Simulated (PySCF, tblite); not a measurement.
**CH₅B₂Br: geometry, infrared bands, NMR shifts and spin-spin couplings**

Aim: predict the infrared bands, NMR shifts and spin-spin couplings of CH₅B₂Br (`BCBBr`).

The runs use tblite 0.8.0 and PySCF 2.14.0, with density-fitted response routines of our own; the level of theory stands in each step. All values are computed, except where a source is named. Atoms are numbered from 0 throughout.

## (1) The molecule as given

9 atoms, charge 0, multiplicity 1; geometry from: force field or distance geometry start.

Bonds of the start (Å): B0–C1 1.57, C1–B2 1.60, B2–Br3 2.00, B0–H4 1.18, B0–H5 1.19, C1–H6 1.10, C1–H7 1.11, B2–H8 1.18.

## (2) Optimising the geometry with GFN2-xTB

The job: settings as JSON, then the geometry in Å.

```
{"job": {"kind": "relax", "xc": "GFN2-xTB", "basis": "xTB"}, "charge": 0, "multiplicity": 1}
B     -1.284500     0.517600     0.005700
C     -0.155000    -0.555300    -0.219200
B      1.237100    -0.012100     0.359700
Br     2.796000     0.242200    -0.870100
H     -1.220300     1.576100    -0.509000
H     -2.240200     0.260700     0.668000
H     -0.053000    -0.773400    -1.297200
H     -0.410000    -1.490000     0.330000
H      1.343400     0.240200     1.507000
```

Started as:

```console
$ OMP_NUM_THREADS=1 python probes_run.py task.json out
```

This one command runs all jobs of the session in turn.

Output:

```text
step      E/eV     max force
  0    -306.12080    1.832
  1    -306.20123    1.496
  2    -306.28581    0.853
  3    -306.29920    0.288
  4    -306.30449    0.154
  5    -306.30669    0.166
  6    -306.30827    0.155
  7    -306.30960    0.100
  8    -306.31030    0.074
  9    -306.31094    0.070
 10    -306.31161    0.077
 11    -306.31252    0.083
 12    -306.31384    0.107
 13    -306.31584    0.166
 14    -306.31859    0.192
 15    -306.32197    0.168
 16    -306.32559    0.189
 17    -306.32935    0.208
 18    -306.33349    0.167
 19    -306.33725    0.164
 20    -306.34017    0.189
 21    -306.34312    0.212
 22    -306.34679    0.254
 23    -306.35174    0.290
 24    -306.35645    0.520
 25    -306.36418    0.286
 26    -306.37097    0.139
 27    -306.37344    0.152
 28    -306.37631    0.126
 29    -306.37770    0.108
 30    -306.37871    0.087
 31    -306.37933    0.121
 32    -306.38010    0.089
 33    -306.38075    0.068
 34    -306.38124    0.047
 35    -306.38151    0.050
 36    -306.38205    0.049
 37    -306.38254    0.053
 38    -306.38298    0.064
 39    -306.38325    0.059
 40    -306.38350    0.047
 41    -306.38385    0.057
 42    -306.38432    0.064
 43    -306.38472    0.048
 44    -306.38493    0.033
 45    -306.38505    0.038
 46    -306.38518    0.041
 47    -306.38535    0.036
 48    -306.38546    0.022
 49    -306.38549    0.013
 50    -306.38550    0.013
 51    -306.38552    0.011
 52    -306.38553    0.011
 53    -306.38554    0.007
```

Wall time 0.32 s (1 thread of Arm Neoverse N1, shared host).

The steps of the relaxation: (not every step is listed)

```
step  energy from step 0 (eV)  largest force (eV/Å)
   0                   0.0000                1.8324
   1                  -0.0804                1.4956
   2                  -0.1650                0.8527
   3                  -0.1784                0.2885
   4                  -0.1837                0.1536
   5                  -0.1859                0.1655
   6                  -0.1875                0.1550
   7                  -0.1888                0.0999
   8                  -0.1895                0.0737
  12                  -0.1930                0.1075
  16                  -0.2048                0.1894
  20                  -0.2194                0.1886
  24                  -0.2357                0.5196
  28                  -0.2555                0.1255
  32                  -0.2593                0.0893
  36                  -0.2613                0.0486
  40                  -0.2627                0.0471
  44                  -0.2641                0.0334
  48                  -0.2647                0.0222
  49                  -0.2647                0.0127
  50                  -0.2647                0.0126
  51                  -0.2647                0.0115
  52                  -0.2647                0.0110
  53                  -0.2647                0.0071
```

Distances of close pairs at the start and the end, largest changes first:

| bond | before (Å) | after (Å) | change (Å) |
| --- | --- | --- | --- |
| B2–Br3 | 2.002 | 1.864 | -0.138 |
| C1–B2 | 1.603 | 1.569 | -0.034 |
| C1–H7 | 1.114 | 1.090 | -0.024 |
| B0–H5 | 1.191 | 1.169 | -0.022 |
| C1–H6 | 1.105 | 1.091 | -0.014 |
| B0–H4 | 1.179 | 1.169 | -0.010 |
| B2–H8 | 1.180 | 1.173 | -0.007 |
| B0–C1 | 1.574 | 1.576 | +0.002 |

The final coordinates are the input of the step that follows.

## (3) Harmonic vibrations with GFN2-xTB

The job: settings as JSON, then the geometry in Å.

```
{"job": {"kind": "ir", "xc": "GFN2-xTB", "basis": "xTB"}, "charge": 0, "multiplicity": 1}
B     -1.190013     0.550652    -0.084634
C     -0.162988    -0.637215    -0.218844
B      1.178956    -0.102435     0.393444
Br     2.387686     0.843241    -0.664077
H     -1.300113     1.329164    -0.949526
H     -1.803052     0.680907     0.902060
H     -0.034418    -0.905837    -1.268461
H     -0.510276    -1.506585     0.338914
H      1.447778    -0.245898     1.525943
```

Output:

```text
mode    cm-1     km/mol
  1      63.4      1.97
  2     158.7      1.71
  3     208.1      2.37
  4     297.7      6.19
  5     635.4      2.23
  6     658.9     50.67
  7     733.3      1.58
  8     808.3     98.26
  9     918.6     27.59
 10     949.2     46.71
 11     996.2    140.71
 12    1064.3    192.33
 13    1081.9    156.16
 14    1127.5    176.16
 15    1194.4     85.24
 16    1468.2      1.14
 17    2629.6     83.51
 18    2645.0     74.47
 19    2682.3    121.88
 20    2980.0     29.29
 21    2993.7     21.37
```

Wall time 0.24 s (1 thread of Arm Neoverse N1, shared host).

The strongest bands and the atoms that carry them (share of the mass-weighted mode):

| cm⁻¹ | km/mol | atoms |
| --- | --- | --- |
| 808 | 98.3 | H5 32 %, H4 32 %, B0 25 % |
| 996 | 140.7 | C1 42 %, B2 20 %, H8 11 %, B0 10 % |
| 1064 | 192.3 | H7 34 %, H6 15 %, H8 13 %, B2 11 % |
| 1082 | 156.2 | H6 57 %, H7 24 % |
| 1128 | 176.2 | H8 41 %, B2 23 %, H7 20 %, H6 11 % |
| 1194 | 85.2 | H4 40 %, H5 39 %, B0 19 % |
| 2630 | 83.5 | H8 91 % |
| 2682 | 121.9 | H4 44 %, H5 44 %, B0 11 % |

## (4) Shielding tensors: PBE0/pcSseg-1

Settings changed since step 3:

```diff
@@ -1,2 +1,2 @@
-{"job": {"kind": "ir", "xc": "GFN2-xTB", "basis": "xTB"}, "charge": 0, "multiplicity": 1}
+{"job": {"kind": "nmr", "xc": "PBE0", "basis": "pcSseg-1"}, "charge": 0, "multiplicity": 1}
 B     -1.190013     0.550652    -0.084634
```

With the program's defaults for keys left out, this is: GIAO PBE0/pcSseg-1 NMR shielding, non-relativistic, gas phase.

Output:

```text
coarse grid: 35232 points
cycle   1  E = -2664.2323994293  dE = -9.930e-01  |g| = 7.397e-01  |ddm| = 2.623e+00
cycle   2  E = -2664.2336684580  dE = -1.269e-03  |g| = 4.621e-01  |ddm| = 4.946e-01
cycle   3  E = -2664.2602838130  dE = -2.662e-02  |g| = 1.348e-01  |ddm| = 3.749e-01
cycle   4  E = -2664.2644520107  dE = -4.168e-03  |g| = 2.333e-02  |ddm| = 1.378e-01
cycle   5  E = -2664.2645918811  dE = -1.399e-04  |g| = 6.821e-03  |ddm| = 2.902e-02
cycle   6  E = -2664.2646061197  dE = -1.424e-05  |g| = 1.214e-03  |ddm| = 7.333e-03
cycle   7  E = -2664.2646064119  dE = -2.922e-07  |g| = 3.325e-04  |ddm| = 1.242e-03
final grid: 73560 points
cycle   8  E = -2664.2645981109  dE = -1.567e-08  |g| = 3.701e-04  |ddm| = 1.002e-03
cycle   9  E = -2664.2645981106  dE =  2.624e-10  |g| = 4.002e-04  |ddm| = 7.367e-04
cycle  10  E = -2664.2645981274  dE = -1.673e-08  |g| = 2.556e-05  |ddm| = 3.494e-04
cycle  11  E = -2664.2645981275  dE = -1.810e-10  |g| = 6.296e-06  |ddm| = 2.771e-05
converged SCF energy = -2664.2645981275

GIAO shielding tensors (ppm)
atom      isotropic    diamagn.    paramagn.     s11        s22        s33       span
  0 B       11.470     192.493    -181.023    -60.699    -36.709    131.819    192.518
  1 C      124.277     255.659    -131.381     35.580    142.933    194.319    158.739
  2 B       21.643     190.101    -168.458    -38.583     -6.932    110.444    149.027
  3 Br    1918.680    3123.802   -1205.122   1195.392   1827.757   2732.891   1537.499
  4 H       23.703      29.626      -5.924     15.167     26.545     29.396     14.229
  5 H       23.646      29.556      -5.911     16.141     26.887     27.909     11.768
  6 H       27.936      31.213      -3.277     25.323     26.523     31.964      6.642
  7 H       27.688      30.827      -3.139     25.083     27.196     30.785      5.702
  8 H       24.078      28.503      -4.424     21.109     23.377     27.748      6.639
```

Run time: 16 s. Hardware: 1 thread of Arm Neoverse N1, shared host; peak memory 0.53 GiB.

The references, computed at this level on geometries of the same kind, shield at (ppm): ¹H TMS 31.72, ¹³C TMS 186.9, ¹¹B BF3·OEt2 100.1, ⁷⁹Br HBr 2622. Their shielding less the atom's gives the shift. The references are single molecules in the gas phase. Atoms listed in one row are averaged.

```csv
atoms,environment,σ (ppm),δ (ppm),δ scaled to CDCl3
C1,sp3 CH2 bonded to 2 B,124.3,62.6,59.2
"H4, H5",hydrogen on a boron bonded to C,23.67,8.04,–
H8,"hydrogen on a boron bonded to C, Br",24.08,7.64,–
"H6, H7",hydrogen on an sp3 CH2 bonded to 2 B,27.81,3.90,3.79
B0,"boron bonded to C, 2 H",11.5,88.6,–
B2,"boron bonded to C, Br, H",21.6,78.4,–
Br3,bromine bonded to B,1919,703,–
```

The scaled column applies a straight-line fit of computed shieldings to shifts measured in CDCl3, with any fitted terms for Cl, Br or S neighbours (root-mean-square error 0.16 ppm for H, 1.9 ppm for C).

The run also stored atomic charges by several schemes (e):

| atoms | Mulliken | IAO | Hirshfeld | ESP fit |
| --- | --- | --- | --- | --- |
| B0 | 0.13 | 0.09 | 0.16 | 0.35 |
| C1 | -0.59 | -0.55 | -0.21 | -0.21 |
| B2 | 0.24 | 0.05 | 0.15 | 0.16 |
| Br3 | -0.18 | 0.02 | -0.02 | -0.10 |

Mayer bond orders: B0–C1 1.00, C1–B2 1.03, B2–Br3 1.21.

## (5) Spin-spin couplings: B3LYP/pcSseg-1+pcJ-1

Settings changed since step 4:

```diff
@@ -1,2 +1,2 @@
-{"job": {"kind": "nmr", "xc": "PBE0", "basis": "pcSseg-1"}, "charge": 0, "multiplicity": 1}
+{"job": {"kind": "j", "xc": "B3LYP", "basis": "pcJ-1"}, "charge": 0, "multiplicity": 1}
 B     -1.190013     0.550652    -0.084634
```

Level: B3LYP/pcJ-1 Br:pcSseg-1 indirect spin-spin coupling, non-relativistic, gas phase.

Output:

```text
coarse grid: 35232 points
cycle   1  E = -2664.7136149498  dE = -1.028e+00  |g| = 7.979e-01  |ddm| = 2.488e+00
cycle   2  E = -2664.7051554289  dE =  8.460e-03  |g| = 5.585e-01  |ddm| = 5.866e-01
cycle   3  E = -2664.7477528419  dE = -4.260e-02  |g| = 1.739e-01  |ddm| = 4.668e-01
cycle   4  E = -2664.7549097350  dE = -7.157e-03  |g| = 3.047e-02  |ddm| = 1.753e-01
cycle   5  E = -2664.7551410333  dE = -2.313e-04  |g| = 1.098e-02  |ddm| = 4.036e-02
cycle   6  E = -2664.7551765497  dE = -3.552e-05  |g| = 1.565e-03  |ddm| = 1.095e-02
cycle   7  E = -2664.7551769864  dE = -4.367e-07  |g| = 4.248e-04  |ddm| = 1.517e-03
final grid: 73560 points
cycle   8  E = -2664.7551548407  dE = -1.793e-08  |g| = 4.911e-04  |ddm| = 1.259e-03
cycle   9  E = -2664.7551548382  dE =  2.525e-09  |g| = 5.547e-04  |ddm| = 1.028e-03
cycle  10  E = -2664.7551548733  dE = -3.511e-08  |g| = 2.895e-05  |ddm| = 4.950e-04
cycle  11  E = -2664.7551548735  dE = -2.324e-10  |g| = 9.044e-06  |ddm| = 3.283e-05
converged SCF energy = -2664.7551548735

Indirect spin-spin couplings (Hz)
  i      j    bonds     total        FC       PSO       DSO        SD
  0 B    1 C    1     35.851    39.002    -3.316     0.168    -0.003
  0 B    2 B    2      0.952    -0.254     0.642     0.103     0.460
  0 B    4 H    1    139.072   139.849    -1.818     0.426     0.614
  0 B    5 H    1    134.017   134.817    -1.794     0.389     0.605
  0 B    6 H    2     -8.995    -8.369    -0.388    -0.265     0.027
  0 B    7 H    2     -8.037    -7.428    -0.314    -0.327     0.032
  0 B    8 H    3      0.003    -0.173     0.264    -0.094     0.006
  1 C    2 B    1     44.057    46.767    -3.010     0.300    -0.000
  1 C    4 H    2      3.765     4.267    -0.374    -0.120    -0.007
  1 C    5 H    2      4.604     5.125    -0.369    -0.144    -0.008
  1 C    6 H    1    131.535   128.880     1.582     0.804     0.269
  1 C    7 H    1    131.315   128.643     1.662     0.730     0.280
  1 C    8 H    2      9.984    10.236    -0.191    -0.058    -0.003
  2 B    4 H    3     -0.042    -0.324     0.249     0.030     0.004
  2 B    5 H    3     -0.251    -0.549     0.194     0.084     0.019
  2 B    6 H    2     -8.960    -8.854    -0.236     0.064     0.065
  2 B    7 H    2     -7.386    -7.058    -0.395     0.025     0.042
  2 B    8 H    1    166.685   166.183    -1.426     1.246     0.682
  4 H    5 H    2      6.736     6.648     2.024    -2.110     0.174
  4 H    6 H    3      9.234     9.002     0.084     0.046     0.102
  4 H    7 H    3      6.707     6.807     1.878    -1.987     0.009
  4 H    8 H    4     -0.157    -0.203     0.999    -0.947    -0.005
  5 H    6 H    3      8.561     8.640     1.875    -1.961     0.007
  5 H    7 H    3      6.989     6.907     0.201    -0.218     0.099
  5 H    8 H    4      0.573     0.347     0.149     0.066     0.012
  6 H    7 H    2      0.590    -0.085     2.945    -2.380     0.111
  6 H    8 H    3      5.796     5.714     1.878    -1.799     0.003
  7 H    8 H    3      5.518     5.184     0.124     0.118     0.092
```

Run time: 50 s. Hardware: 1 thread of Arm Neoverse N1, shared host; peak memory 0.77 GiB.

A choice of the couplings up to four bonds, sorted by the number of bonds, with means over like pairs; isotopes 11B, 13C, 1H:

| pair | bonds | J (Hz) | Fermi contact (Hz) |
| --- | --- | --- | --- |
| B2–H8 | 1 | 166.7 | 166.2 |
| B0–H4 | 1 | 136.5 | 137.3 |
| C1–H6 | 1 | 131.4 | 128.8 |
| C1–B2 | 1 | 44.1 | 46.8 |
| B0–C1 | 1 | 35.9 | 39.0 |
| C1–H8 | 2 | 10.0 | 10.2 |
| B0–H6 | 2 | -8.5 | -7.9 |
| B2–H6 | 2 | -8.2 | -8.0 |
| H4–H5 | 2 | 6.7 | 6.6 |
| C1–H4 | 2 | 4.2 | 4.7 |
| H4–H6 | 3 | 7.9 | 7.8 |
| H6–H8 | 3 | 5.7 | 5.4 |

The response was solved for the nuclei of B, C, H alone, so couplings that need other nuclei can be missing.

Quadrupole couplings from the field gradients of the same density:

```
atom  isotope  eQq/h (MHz)     η
 Br3     79Br        270.3  0.97
  B0      11B        5.808  0.10
  B2      11B        4.365  0.62
```

Shifts (PBE0/pcSseg-1, unscaled) and these couplings together give the proton spectrum at 300 MHz below. Couplings to quadrupolar nuclei are left out.

¹H NMR δ 8.04 (br, 2H), 7.64 (br, 1H), 3.90 (m, 2H).

## (6) Outcome

| quantity | value |
| --- | --- |
| strongest single infrared mode (GFN2-xTB) | 1064 cm⁻¹, 192 km/mol |
| zero-point energy (GFN2-xTB) | 37.6 kcal/mol |
| ¹³C shifts against TMS (PBE0/pcSseg-1) | 62.6 ppm |
| ¹H shifts against TMS (PBE0/pcSseg-1, means over atoms taken as alike) | 8.04, 7.64, 3.90 ppm |
| ¹¹B shifts against BF3·OEt2 (PBE0/pcSseg-1) | 88.6, 78.4 ppm |
| ⁷⁹Br shifts against HBr (PBE0/pcSseg-1) | 703 ppm |
| largest coupling of the table (B3LYP/pcSseg-1+pcJ-1) | ¹J(B,H) B2–H8, 166.7 Hz |

Over 53 steps the energy fell by 0.265 eV; of the close pairs, B2–Br3 changed most, 2.002 to 1.864 Å. No mode is imaginary among the 21: a minimum at this level. The strongest single mode, at 1064 cm⁻¹, has its largest shares on H7, H6, H8 and B2 (the list is cut at 4 atoms). GFN2-xTB is a fitted tight-binding method: band positions and strengths are rough. Its intensities can rank the bands wrongly. At PBE0/pcSseg-1: Shielding is most anisotropic at Br3 (span 1537 ppm, paramagnetic term -1205 ppm). In the run at B3LYP/pcSseg-1+pcJ-1, the largest coupling of the table is B2–H8, 166.7 Hz, of which the Fermi-contact term gives 166.2 Hz. Couplings across rotatable bonds belong to this one conformer; where others are populated, the observed values are averages. Spin-orbit coupling is left out, which matters for shieldings and couplings at and beside the heavy atoms.
